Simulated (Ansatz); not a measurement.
# CH7AlN2O: one species, many methods

An exercise on one series of results from a longer session: the logs are not shown, and one member is left open.

Program: Ansatz 0.2.0, Gaussian basis. Level of theory: functionals in def2-TZVPP, the program's frozen cores in correlated methods. These are calculated values, not measurements.

Levels to be run: PBE-D4, r2SCAN-D4, PBE0-D4, B3LYP-D4, ωB97X-V, ωB97M-V, B2PLYP; CCSD(T)/def2-TZVPP; MP2/def2-QZVPP; extrapolation to the limit.

## The geometry

An earlier PBE0-D4 in a triple-zeta def2 set relaxation fixed the geometry.

12 atoms, charge 0, spin multiplicity 1.

Atoms are counted from 1 here; the program's logs count them from 0.

Bond lengths: N1–C2 1.538 Å, N1–Al3 1.994 Å, N1–H6 1.011 Å, N1–H7 1.010 Å, C2–Al3 1.938 Å, C2–H8 1.088 Å, C2–H9 1.088 Å, Al3–N4 1.779 Å, Al3–O5 1.715 Å, N4–H10 1.006 Å, N4–H11 1.006 Å, O5–H12 0.954 Å. Angles: C2–N1–Al3 65.1°, C2–N1–H6 112.8°, C2–N1–H7 114.1°, Al3–N1–H6 118.3°, Al3–N1–H7 128.4°, H6–N1–H7 109.2°, N1–C2–Al3 68.9°, N1–C2–H8 109.5°, N1–C2–H9 110.7°, Al3–C2–H8 121.8°, Al3–C2–H9 125.7°, H8–C2–H9 109.6°, N1–Al3–C2 46.0°, N1–Al3–N4 120.6°, N1–Al3–O5 103.4°, C2–Al3–N4 120.5°, C2–Al3–O5 118.6°, N4–Al3–O5 120.7° and more.

Coordinates:

```xyz
12
CH7AlN2O
N    -1.43001    0.15295   -0.14985
C    -0.78485    0.10753    1.24584
Al    0.56326    0.18982   -0.14359
N     1.49695   -1.25974   -0.58171
O     0.93373    1.71364   -0.83791
H    -1.92506    1.01700   -0.32553
H    -2.04216   -0.62641   -0.34605
H    -1.04661   -0.82786    1.73689
H    -1.12151    0.94445    1.85321
H     2.01062   -1.38363   -1.43793
H     1.58755   -2.07723   -0.00259
H     1.83518    1.99428   -0.97689
```

The first run:

in.yaml reads:

```yaml
crystal:
  periodic: [false, false, false]
  atoms:
    - {symbol: N, position_ang: [-1.430014, 0.152949, -0.149850]}
    - {symbol: C, position_ang: [-0.784846, 0.107534, 1.245842]}
    - {symbol: Al, position_ang: [0.563260, 0.189822, -0.143588]}
    - {symbol: N, position_ang: [1.496952, -1.259735, -0.581705]}
    - {symbol: O, position_ang: [0.933735, 1.713639, -0.837912]}
    - {symbol: H, position_ang: [-1.925064, 1.016996, -0.325528]}
    - {symbol: H, position_ang: [-2.042160, -0.626411, -0.346049]}
    - {symbol: H, position_ang: [-1.046610, -0.827865, 1.736887]}
    - {symbol: H, position_ang: [-1.121511, 0.944446, 1.853214]}
    - {symbol: H, position_ang: [2.010623, -1.383626, -1.437935]}
    - {symbol: H, position_ang: [1.587554, -2.077232, -0.002585]}
    - {symbol: H, position_ang: [1.835180, 1.994281, -0.976892]}
basis:
  gaussian: {orbitals: def2-TZVPP}
hamiltonian: {xc: pbe, dispersion: d4}
output: {forces: true, orbitals: {seedname: orbitals}}
```

Started as:

```
$ ansatz run in.yaml --threads 4 --pin off --events-out ev --progress --plain --max-ram 10444MiB
```

Steps of the session up to this table: PBE-D4 (GGA); r2SCAN-D4 (meta-GGA); PBE0-D4 (hybrid); B3LYP-D4 (hybrid); ωB97X-V (range-separated); ωB97M-V (range-separated); B2PLYP (double hybrid); CCSD(T) in def2-TZVPP; MP2 in def2-QZVPP.

One of the session's tables, all rows but one given; the rest of the session is left out.

```
            method  atomisation energy (kcal/mol)
            PBE-D4                         1056.9
         r2SCAN-D4                         1036.8
           PBE0-D4                         1033.8
          B3LYP-D4                         1040.5
           ωB97X-V                         1042.8
           ωB97M-V                         1044.4
            B2PLYP                         1028.9
     HF/def2-TZVPP                          715.9
    MP2/def2-TZVPP                         1026.5
   CCSD/def2-TZVPP                              ?
CCSD(T)/def2-TZVPP                         1009.2
           MP2/CBS                         1059.9
       CCSD(T)/CBS                         1042.5
```

Estimate the missing values for CCSD/def2-TZVPP.

As computed: atomisation energy (kcal/mol): 993.3. In the column «atomisation energy (kcal/mol)» it lies between HF/def2-TZVPP (715.9) and CCSD(T)/def2-TZVPP (1009.2).

Limits of these values: Free atoms (2 N, 1 C, 1 Al, 1 O, 7 H) were run apart at each level; the atomisation energy is their sum less the molecule, without zero-point or spin-orbit terms.
